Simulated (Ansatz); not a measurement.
# GaNH2ClF (SMILES [NH2][Ga]([F])[Cl]): wB97X/6-31G(d) (spherical functions)

Aim: the vertical ionisation energy of GaNH2ClF at wB97X/6-31G* (spherical functions), from 2 runs. 

The calculation is run with Ansatz 0.2.0.

128 further runs of the same task are left out: 128 set aside as unsound or not needed.

## Step 1: The structure to begin with

The species is GaNH2ClF (6 atoms), meant as a singlet with charge 0. As SMILES, `[NH2][Ga]([F])[Cl]`. Geometry: relaxed at PBE0-D4/def2-TZVP.

Bond lengths: N1–Ga2 1.791 Å, Ga2–F3 1.743 Å, Ga2–Cl4 2.117 Å, N1–H5 1.005 Å, N1–H6 1.005 Å. Angles: N1–Ga2–F3 119.0°, N1–Ga2–Cl4 124.0°, F3–Ga2–Cl4 116.9°, Ga2–N1–H5 121.8°, Ga2–N1–H6 122.2°, H5–N1–H6 113.3°.

## Step 2: The energy at wB97X/6-31G(d) (spherical functions)

The input, molecule.yaml:

```yaml
crystal:
  periodic: [false, false, false]
  atoms:
    - {symbol: N, position_ang: [-0.193400, 1.027000, -0.045900]}
    - {symbol: Ga, position_ang: [0.233000, -0.711000, 0.012900]}
    - {symbol: F, position_ang: [1.569300, -1.221300, 1.009300]}
    - {symbol: Cl, position_ang: [-0.740100, -2.208600, -1.123700]}
    - {symbol: H, position_ang: [0.201900, 1.691500, 0.596800]}
    - {symbol: H, position_ang: [-1.028600, 1.358600, -0.495600]}
basis:
  gaussian:
    orbitals: 6-31G_st_-spherical.json
hamiltonian:
  xc: {name: wB97X}
output: {orbitals: {seedname: orbitals}}
accuracy: high
```

The basis set 6-31G* is read from a file made from the Basis Set Exchange's data (not shown).

Launch:

```sh
$ ansatz run molecule.yaml --threads 1 --pin off --max-ram 3480MiB --events-out events.jsonl --progress --plain --runs-dir runs
```

The log of the run:

```text
Warning: RAYON_NUM_THREADS=1 ignored (pool sized by the plan → 1); use --threads N
Functional definition: wB97X
  name "wB97X"
  parameter omega = 0.3/bohr
  parameter cx = 0.157706
  parameter cx1 = 0.726479
  parameter cx2 = 1.04760
  parameter cx3 = -5.70635
  parameter cx4 = 13.2794
  parameter css1 = -4.33879
  parameter css2 = 18.2308
  parameter css3 = -31.7430
  parameter css4 = 17.2901
  parameter cos1 = 2.37031
  parameter cos2 = -11.3995
  parameter cos3 = 6.58405
  parameter cos4 = -3.78132
  exchange = spin_sum(e_x_unif_sr(omega)*poly(b97_u_x, 1 - cx, cx1, cx2, cx3, cx4)) + cx*exact_x_sr(omega)
      + exact_x_lr(omega)
  correlation = spin_sum(e_c_pw_same_spin*poly(b97_u_same, 1, css1, css2, css3, css4))
      + integral(e_c_pw_opposite_spin*poly(b97_u_opposite, 1, cos1, cos2, cos3, cos4))
1713 factors; integrals over basis functions are off by at most 4.7e-9 eV
346 factors; integrals over basis functions are off by at most 1.8e-9 eV
mean field evaluation 1: about -69129.4522 eV, gradient 5.5e1 eV
mean field evaluation 2: about -69128.7515 eV, gradient 6.3e1 eV
mean field evaluation 4: about -69135.0895 eV, gradient 1.9e0 eV
mean field evaluation 8: about -69135.1688 eV, gradient 1.7e-1 eV
mean field evaluation 16: about -69135.1688 eV, gradient 5.6e-5 eV
mean field -69135.16884047 eV, -2540.6705933867 hartree, gradient 1.1e-8 eV, S^2 0.000000; 0 other end points of the search recorded, 0 dependent functions left out
reference -69135.16883646 eV, -2540.6705932395 hartree; 33, 33 occupied and 49, 49 virtual orbitals, 1713 factors
Total energy: -69135.16883646 eV, -2540.6705932395 hartree
```

Run time: 28 s. Hardware: 1 thread of Arm Neoverse V1, shared host; peak memory 0.5 GiB.

## Step 3: The doublet cation, same level

The input, run.yaml:

```yaml
crystal:
  periodic: [false, false, false]
  atoms:
    - {symbol: N, position_ang: [-0.193400, 1.027000, -0.045900]}
    - {symbol: Ga, position_ang: [0.233000, -0.711000, 0.012900]}
    - {symbol: F, position_ang: [1.569300, -1.221300, 1.009300]}
    - {symbol: Cl, position_ang: [-0.740100, -2.208600, -1.123700]}
    - {symbol: H, position_ang: [0.201900, 1.691500, 0.596800]}
    - {symbol: H, position_ang: [-1.028600, 1.358600, -0.495600]}
basis:
  gaussian:
    orbitals: 6-31G_st_-spherical.json
total_charge: 1
magnetization:
  spin_polarized: true
  initial_magnetization: 1
hamiltonian:
  xc: {name: wB97X}
accuracy: high
output: {orbitals: {seedname: orbitals}}
```

The basis set 6-31G* is read from a file made from the Basis Set Exchange's data (not shown).

Launch:

```sh
$ ansatz run run.yaml --threads 1 --pin off --max-ram 3480MiB --events-out events.jsonl --progress --plain --runs-dir runs
```

The log of the run, shortened:

```text
Warning: RAYON_NUM_THREADS=1 ignored (pool sized by the plan → 1); use --threads N
Functional definition: wB97X
  name "wB97X"
[...]
      + exact_x_lr(omega)
[...]
      + integral(e_c_pw_opposite_spin*poly(b97_u_opposite, 1, cos1, cos2, cos3, cos4))
1713 factors; integrals over basis functions are off by at most 4.7e-9 eV
346 factors; integrals over basis functions are off by at most 1.8e-9 eV
[...]
mean field -69124.59921048 eV, -2540.2821666490 hartree, gradient 7.1e-8 eV, S^2 0.754782; 0 other end points of the search recorded, 0 dependent functions left out
reference -69124.59920632 eV, -2540.2821664962 hartree; 33, 32 occupied and 49, 50 virtual orbitals, 1713 factors
Total energy: -69124.59920632 eV, -2540.2821664962 hartree
```

Wall time 82 s (1 thread of Arm Neoverse V1, shared host); peak memory 0.87 GiB.

## Step 4: Results

Level: wB97X/6-31G* (spherical functions).

```
                                          quantity           value
                    singlet GaNH2ClF: total energy  -2540.67059 Eh
                     singlet GaNH2ClF: HOMO energy       -10.46 eV
                     singlet GaNH2ClF: LUMO energy         1.00 eV
                   singlet GaNH2ClF: HOMO–LUMO gap        11.46 eV
                      doublet cation: total energy  -2540.28217 Eh
doublet cation: HOMO energy (highest over α and β)       -16.77 eV
 doublet cation: LUMO energy (lowest over α and β)       -10.71 eV
                              doublet cation: ⟨S²⟩           0.755
vertical ionisation energy (to the doublet cation)       10.570 eV
```

**Reading.** Removing an electron at fixed nuclei costs 10.57 eV (244 kcal/mol). −ε(HOMO) before ionisation, 10.46 eV, is 0.11 eV below this ionisation energy.
